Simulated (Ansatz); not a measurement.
I need a rigid scan of one bond angle of FH₃NOSi, SMILES [NH][SiH](O)F. Use the Python package of Ansatz (0.2.0). Settings (for the species named): B3LYP, cc-pVDZ basis, multiplicity 2.

```xyz
7

N    -0.3206    0.7753   -0.9705
Si   -0.1146   -0.1620    0.4347
O     1.4111   -0.6372    0.1488
F    -0.9995   -1.4198    0.3722
H    -1.3501    1.1024   -0.9826
H    -0.2583    0.6282    1.6869
H     1.6933   -0.3548   -0.7352
```

Script `bend.py`:
```python
"""Bending curve of FH3NOSi."""

import warnings

import ansatz as az
from ase import Atoms

warnings.simplefilter("ignore", az.DeckWarning)

atoms = Atoms(["N", "Si", "O", "F", "H", "H", "H"], positions=[
    (-0.3206, 0.7753, -0.9705),
    (-0.1146, -0.162, 0.4347),
    (1.4111, -0.6372, 0.1488),
    (-0.9995, -1.4198, 0.3722),
    (-1.3501, 1.1024, -0.9826),
    (-0.2583, 0.6282, 1.6869),
    (1.6933, -0.3548, -0.7352),
])

# relax first, so that the scan starts from a minimum
first = (
    az.Crystal.molecule_from_ase(atoms).calculation()
    .basis(gaussian="cc-pVDZ")
    .functional("B3LYP")
    .spin("collinear", total=1)
    .relax(force_tolerance=0.02, max_steps=80)
)
atoms.positions = first.run().report["positions_ang"]

rows = []
for angle in [85, 95, 105, 115, 125, 140, 160]:
    bent = atoms.copy()
    bent.set_angle(1, 0, 4, angle, indices=[4])
    base = (
        az.Crystal.molecule_from_ase(bent).calculation()
        .basis(gaussian="cc-pVDZ")
        .functional("B3LYP")
        .spin("collinear", total=1)
    )
    rows.append((angle, base.run().report["free_energy_ev"]))
floor = min(e for _, e in rows)
for angle, e in rows:
    print(f"angle Si1-N0-H4 = {angle:3d} deg   {1000 * (e - floor):9.1f} meV")
```

```console
$ python bend.py
angle Si1-N0-H4 =  85 deg       364.1 meV
angle Si1-N0-H4 =  95 deg       136.1 meV
angle Si1-N0-H4 = 105 deg        22.9 meV
angle Si1-N0-H4 = 115 deg         0.0 meV
angle Si1-N0-H4 = 125 deg        44.6 meV
angle Si1-N0-H4 = 140 deg       188.5 meV
angle Si1-N0-H4 = 160 deg       408.5 meV
```

What to keep in mind:
- The scan is rigid, and the energies are electronic, in a modest basis. The zero is the lowest point of the grid, which needn't be the minimum.
- The species is open-shell (spin multiplicity 2).
- b3lyp holds the VWN-RPA fit, as in Gaussian; the form of ORCA and Turbomole is b3lyp5.
- Finished in 2.3 min on 1 thread of Intel(R) Xeon(R) Platinum 8488C (Sapphire Rapids), on a shared host, peak memory 0.27 GiB.
